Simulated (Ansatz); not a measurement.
# Al2CdO6: one candidate of a structure search

The task: take a trial cell of Al2CdO6 to zero force and stress.

Program: Ansatz 0.2.0. Level of theory: DFT PBE, scalar-relativistic, plane waves, PAW. These are calculated values, not measurements.

## Step 1: The structure to begin with

The structure is cubic, space group Fm-3m (No. 225). Conventional cell: a = 7.517 Å, b = 7.517 Å, c = 7.517 Å, α = 90.00°, β = 90.00°, γ = 90.00°. Around Al (site symmetry -43m) lie 6 O at 1.88 Å. Cd (site symmetry m-3m) is surrounded by 12 O at 2.66 Å. O (site symmetry mmm) has 2 Al at 1.88 Å and 2 Cd at 2.66 Å as nearest neighbours.

Structure file:

```cif
data_structure
_symmetry_space_group_name_H-M 'Fm-3m'
_symmetry_Int_Tables_number 225
_cell_length_a 7.5172
_cell_length_b 7.5172
_cell_length_c 7.5172
_cell_angle_alpha 90.000
_cell_angle_beta 90.000
_cell_angle_gamma 90.000
_cell_volume 424.79
loop_
_atom_site_label
_atom_site_type_symbol
_atom_site_symmetry_multiplicity
_atom_site_Wyckoff_symbol
_atom_site_fract_x
_atom_site_fract_y
_atom_site_fract_z
_atom_site_occupancy
Al1 Al 8 c 0.25000 0.25000 0.75000 1
Cd1 Cd 4 a 0.00000 0.00000 0.00000 1
O1 O 24 d 0.00000 0.75000 0.75000 1
```

A structure generator made this guess: ordered vacancies on the A sites of perovskite (Fm-3m, No. 225). The dimensions are guesses.

## Step 2: A first look at the guess

Contents of input.yaml:

```yaml
crystal:
  lattice:
    - [0.0, 3.75861833, 3.75861833]
    - [3.75861833, 0.0, 3.75861833]
    - [3.75861833, 3.75861833, 0.0]
  atoms:
    - { symbol: Al, position: [0.75, 0.75, 0.75] }
    - { symbol: Al, position: [0.25, 0.25, 0.25] }
    - { symbol: Cd, position: [0.0, 0.0, 0.0] }
    - { symbol: O, position: [0.5, 0.0, 0.0] }
    - { symbol: O, position: [0.0, 0.5, 0.5] }
    - { symbol: O, position: [0.0, 0.5, 0.0] }
    - { symbol: O, position: [0.5, 0.0, 0.5] }
    - { symbol: O, position: [0.0, 0.0, 0.5] }
    - { symbol: O, position: [0.5, 0.5, 0.0] }
basis:
  ecutwfc: 420
kpoints:
  mp_grid: { grid: [4, 4, 4] }
hamiltonian:
  xc: pbe
scf:
  occupations: { method: gaussian, width: 0.1 }
  lower_state_search: "off"
output:
  forces: true
  stress: true
  eigenvalues: true
```

On the command line:

```sh
ansatz run input.yaml --threads 1 --pin off --max-ram 2048MiB --backend cpu --events-out ev --progress --plain --runs-dir out
```

The program printed (excerpt; [...] marks lines left out):

```text
Warning: RAYON_NUM_THREADS=1 ignored (pool sized by the plan → 1); use --threads N
[...]
Pseudopotentials: kind: paw
Pseudopotential: Al, paw, valence charge 3, recommended cutoff 420 eV (normal), Al.paw.azcp
Pseudopotential: Cd, paw, valence charge 20, recommended cutoff 420 eV (normal), Cd.paw.azcp
Pseudopotential: O, paw, valence charge 6, recommended cutoff 420 eV (normal), O.paw.azcp
Functional definition: PBE
[...]
Crystal: 9 atoms, lattice volume = 106.198 Å³
Basis set: ecut = 420 eV, 2085 PW (Γ), exchange–correlation on 72×72×72 points (8 copies of the dense FFT grid, shifted against one another)
Bands: 40, of which v1, the nominal top of the filled ones, is band 31 counted from 1 (30 counted from 0)
Symmetry: 48 space group operations
[...]
Entropy (-TS):   -0.046391 eV (-5.155 meV/atom)
Fermi energy:    5.073226 eV
[...]
--- Forces (eV/Å), atoms counted from 1 ---
  atom   1  Al     0.00000000    -0.00000000     0.00000000
  atom   2  Al     0.00000000     0.00000000     0.00000000
  atom   3  Cd     0.00000000    -0.00000000    -0.00000000
  atom   4  O      0.00000000    -0.00000000     0.00000000
  atom   5  O      0.00000000     0.00000000    -0.00000000
  atom   6  O      0.00000000    -0.00000000     0.00000000
  atom   7  O      0.00000000    -0.00000000    -0.00000000
  atom   8  O      0.00000000    -0.00000000     0.00000000
[...]
--- Stress (GPa, compression-positive) ---
       -4.821515       0.000000      -0.000000
        0.000000      -4.821515      -0.000000
        0.000000      -0.000000      -4.821515
  P = ⅓ Tr σ = -4.8215 GPa (-48.215 kbar)
--- Band table (eV; the first three rows and the last of 8) ---
[...]
```

Run time: 1.9 s. Hardware: 1 thread of Arm Neoverse V2, shared host; peak memory 0.34 GiB.

From the probe: pressure -4.8 GPa, largest force 0.00 eV/Å, gap on this mesh none (metal). The coarse relaxation is skipped.

## Step 3: Spin check on a coarse mesh

Contents of input.yaml:

```yaml
crystal:
  lattice:
    - [0.0, 3.75861833, 3.75861833]
    - [3.75861833, 0.0, 3.75861833]
    - [3.75861833, 3.75861833, 0.0]
  atoms:
    - { symbol: Al, position: [0.75, 0.75, 0.75] }
    - { symbol: Al, position: [0.25, 0.25, 0.25] }
    - { symbol: Cd, position: [0.0, 0.0, 0.0] }
    - { symbol: O, position: [0.5, 0.0, 0.0], spin: 1.0 }
    - { symbol: O, position: [0.0, 0.5, 0.5], spin: 1.0 }
    - { symbol: O, position: [0.0, 0.5, 0.0], spin: 1.0 }
    - { symbol: O, position: [0.5, 0.0, 0.5], spin: 1.0 }
    - { symbol: O, position: [0.0, 0.0, 0.5], spin: 1.0 }
    - { symbol: O, position: [0.5, 0.5, 0.0], spin: 1.0 }
basis:
  ecutwfc: 420
kpoints:
  mp_grid: { grid: [4, 4, 4] }
hamiltonian:
  xc: pbe
scf:
  occupations: { method: gaussian, width: 0.1 }
  lower_state_search: "off"
output:
  forces: true
  stress: true
  eigenvalues: true
  populations: true
magnetization:
  spin_polarized: true
```

On the command line:

```sh
ansatz run input.yaml --threads 1 --pin off --max-ram 2048MiB --backend cpu --events-out ev --progress --plain --runs-dir out
```

The program printed (excerpt; [...] marks lines left out):

```text
[...]
SCF converged after 14 iterations
Magnetization: 4.0000 μB (33.0000 up, 29.0000 down)
Absolute magnetization: 4.2470 μB (∫|ρ↑−ρ↓|, with the PAW one-centre terms)
Spin contamination: 0.0189 ħ² per cell (⟨S²⟩ above its minimum at these occupations)
[...]
Free energy (F): -12731.500203 eV
[...]
E sigma→0 (E₀):  -12731.490703 eV
Entropy (-TS):   -0.018999 eV (-2.111 meV/atom)
Fermi energy:    5.444202 eV
[...]
--- Band table (eV; the first three rows and the last of 16) ---
[...]
--- Löwdin populations: 9 sites ---
  site symbol       q [e]    m [muB]
     0     Al      1.8572    -0.0689
     1     Al      1.8572    -0.0689
     2     Cd     18.3892    -0.0308
     3      O      6.5897     0.7031
     4      O      6.5897     0.7031
     5      O      6.5897     0.7031
     6      O      6.5897     0.7031
     7      O      6.5897     0.7031
     8      O      6.5897     0.7031
  spilling = 0.005775 (of n_electrons = 62.000000)
```

Wall time 7.1 s (1 thread of Arm Neoverse V2, shared host); peak memory 0.36 GiB.

By site:

```csv
atom,moment in the atom's sphere (μB),Löwdin electrons
Al1,-0.01,1.86
Al2,-0.01,1.86
Cd3,-0.01,18.39
O4,0.59,6.59
O5,0.59,6.59
O6,0.59,6.59
O7,0.59,6.59
O8,0.59,6.59
O9,0.59,6.59
```

The Löwdin counts miss 0.36 of the 62 electrons, which the atomic orbitals do not span, so they are no charges.

The same cell is solved with trial moments on O. The largest site moment that stays is 0.59 μB and the cell's total 4.00 μB. The workflow keeps spin only above 0.25 μB on a site, so spin is kept from here on.

(Part 1 of 3 ends here.)
